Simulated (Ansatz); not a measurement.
This script makes a scan of ordered alloys across composition of Nb-Lu mixtures with Ansatz 0.2.0, Python API.

`nb.py`:
```python
"""Mixing of Nb and Lu on the bcc lattice, after relaxing cells and atoms."""

from collections import Counter
import warnings

import ansatz as az
import numpy as np
from tabulate import tabulate


def bcc(A, a):
    return (
        az.Lattice.bcc(a)
        .space_group(229)
        .atom(A, (0, 0, 0))
        .primitive()
    )

A_FIRST, A_LAST = 3.33, 3.89


def run_phase(name, crystal):
    calc = (
        crystal.calculation()
        .functional("PBEsol")
        .basis(460)
        .kpoints(spacing=0.3)
        .occupations("fermi_dirac", width=0.05)
        .band_table()
    )
    calc = calc.relax(force_tolerance=0.03, max_steps=60, cell=True)
    return calc.run()

def relaxed_twice(name, crystal):
    # the second pass draws mesh and plane waves anew for the relaxed cell
    first = run_phase(name, crystal)
    again = az.Crystal(lattice=az.Lattice.of(first.lattice.cell_ang))
    for site in first.report["lattice"]["sites"]:
        again = again.atom(site["symbol"], site["position_frac"])
    return run_phase(name, again)


def volume_per_atom(outcome):
    return abs(np.linalg.det(outcome.lattice.cell_ang)) / len(outcome.lattice.sites)


def counts(outcome):
    return Counter(site.symbol for site in outcome.lattice.sites)

warnings.simplefilter("ignore")

# ordered cells: the first k mixed sites take the second element
phases = {}
for k in range(2 + 1):
    a = A_FIRST + (A_LAST - A_FIRST) * k / 2
    cell = bcc("Nb", a).conventional().resolved()
    sites = [site.position for site in cell.sites if site.symbol == "Nb"]
    for position in sites[:k]:
        cell = cell.substitution("Lu", at=position, replaces="Nb")
    phases[f"Nb{2 - k}Lu{k}"] = cell.resolved()

done = {}
for name, crystal in phases.items():
    done[name] = relaxed_twice(name, crystal)
    print(f"{name}: {done[name].report['energy_sigma0_ev']:.4f} eV, {len(done[name].lattice.sites)} atoms")

# mixing quantities against the straight line between the end members, both on this lattice
x = {name: counts(o)["Lu"] / (counts(o)["Nb"] + counts(o)["Lu"]) for name, o in done.items()}
first, last = min(x, key=x.get), max(x, key=x.get)
energy = {name: o.report["energy_sigma0_ev"] / len(o.lattice.sites) for name, o in done.items()}
volume = {name: volume_per_atom(o) for name, o in done.items()}
rows = []
for name in sorted(done, key=x.get):
    line = lambda table: (1 - x[name]) * table[first] + x[name] * table[last]
    rows.append((name, x[name], 1000 * (energy[name] - line(energy)), volume[name], 100 * (volume[name] / line(volume) - 1)))
print(tabulate(rows, headers=["cell", "x(Lu)", "E_mix (meV/atom)", "V (A^3/atom)", "excess V (%)"], floatfmt=".4f", tablefmt="plain"))
```

Do these ordered cells favour mixing or separation, and does the volume follow a straight line between the end members?

Mixing energies: +390 meV an atom at x(Nb) = 0.50 (volume -7.9 % off the straight line). All are positive, so the end members on this lattice are favoured over these cells.

The run itself:

```console
$ python nb.py
Nb2Lu0: -8990.8731 eV, 2 atoms
Nb1Lu1: -19105.9874 eV, 2 atoms
Nb0Lu2: -29222.6629 eV, 2 atoms
cell      x(Lu)    E_mix (meV/atom)    V (A^3/atom)    excess V (%)
Nb2Lu0   0.0000              0.0000         17.5630          0.0000
Nb1Lu1   0.5000            390.3187         21.0785         -7.9245
Nb0Lu2   1.0000              0.0000         28.2221          0.0000
```

Reading the output:
- Absolute energies stand on the zero of these potentials, so only differences at equal settings mean something.
- For the metals among these phases the mesh is modest: differences between phases can be off by up to 40 meV an atom.
- These are small ordered cells, with both end members on the same lattice, which need not be their own; they aren't random solutions. Differences under about 40 meV an atom lie within the error of mesh and functional.
- The cells are prototypes set up for this calculation and needn't exist.
- Timing: 45 s on 1 thread of Arm Neoverse V2 (shared host), peak memory 0.45 GiB.
